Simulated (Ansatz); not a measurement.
**HfC: equation of state**

An exercise on one series of results from a longer session: the logs are not shown, and one member is left open.

Program: Ansatz 0.2.0. Level of theory: DFT PBEsol, scalar-relativistic. These are calculated values, not measurements.

## The system as given

It takes space group Fm-3m (No. 225, cubic). The conventional cell has a = 4.650 Å, b = 4.650 Å, c = 4.650 Å, α = 90.00°, β = 90.00°, γ = 90.00°. Around Hf (site symmetry m-3m) lie 6 C at 2.33 Å. C (site symmetry m-3m) has 6 Hf at 2.33 Å as nearest neighbours.

Structure file:

```
CELL_PARAMETERS angstrom
0.00000 2.32500 2.32500
2.32500 0.00000 2.32500
2.32500 2.32500 0.00000
ATOMIC_POSITIONS crystal
Hf 0.50000 0.50000 0.50000
C 0.00000 0.00000 0.00000
```

Atoms are numbered in the order of the input: Hf1, C2.

The first run:

Input file input.yaml:

```yaml
crystal:
  lattice:
    - [0.0, 2.2935772291, 2.2935772291]
    - [2.2935772291, 0.0, 2.2935772291]
    - [2.2935772291, 2.2935772291, 0.0]
  atoms:
    - { symbol: Hf, position: [0.5, 0.5, 0.5] }
    - { symbol: C, position: [0.0, 0.0, 0.0] }
kpoints:
  mp_grid: { grid: [15, 15, 15] }
  band_path:
    path:
      - [0.0, 0.0, 0.0]
      - [0.5, 0.0, 0.5]
      - [0.625, 0.25, 0.625]
      - [0.375, 0.375, 0.75]
      - [0.0, 0.0, 0.0]
      - [0.5, 0.5, 0.5]
      - [0.5, 0.25, 0.75]
      - [0.5, 0.0, 0.5]
    npoints: 5
scf:
  occupations: { method: fermi_dirac, width: 0.05 }
hamiltonian:
  xc: pbesol
  pseudopotentials: { kind: all_electron, lapw: { basis_error: 0.001 } }
output:
  forces: true
  stress: true
  eigenvalues: true
```

Run with:

```console
ansatz run input.yaml --threads 1 --pin off --max-ram 3072MiB --backend cpu --events-out ev --progress --plain --runs-dir out
```

Steps of the session up to this table: Volume × 0.96, LAPW; Volume × 0.96, PAW; Volume × 0.96, crystal datasets; Volume × 0.99, LAPW; Volume × 0.99, PAW; Volume × 0.99, crystal datasets; Volume × 1.02, LAPW; Volume × 1.02, PAW; Volume × 1.02, crystal datasets; Volume × 1.06, LAPW; Volume × 1.06, PAW; Volume × 1.06, crystal datasets.

One of the session's tables, all rows but one given; the rest of the session is left out.

```
          method  volume (Å³/atom)  pressure (GPa)
            LAPW            12.065            3.33
            LAPW            12.442               ?
            LAPW            12.819          -10.73
            LAPW            13.322          -17.98
             PAW            12.065            3.28
             PAW            12.442           -4.29
             PAW            12.819          -10.77
             PAW            13.322          -18.03
crystal datasets            12.065            3.33
crystal datasets            12.442           -4.24
crystal datasets            12.819          -10.73
crystal datasets            13.322          -17.98
```

Estimate the missing values for LAPW, 12.442.

**Answer.** pressure (GPa): -4.23. In the column «pressure (GPa)» it lies between crystal datasets, 12.442 (-4.24) and PAW, 12.065 (3.28).

Limits of these values: Spin-orbit coupling is left out, though the cell holds Hf; in elements this heavy it can shift bands and gaps by tenths of an eV. Warnings in the runs' records: gradients without spin orbit, crystal datasets made, eigensolver not converged, forces off the residual converged image.
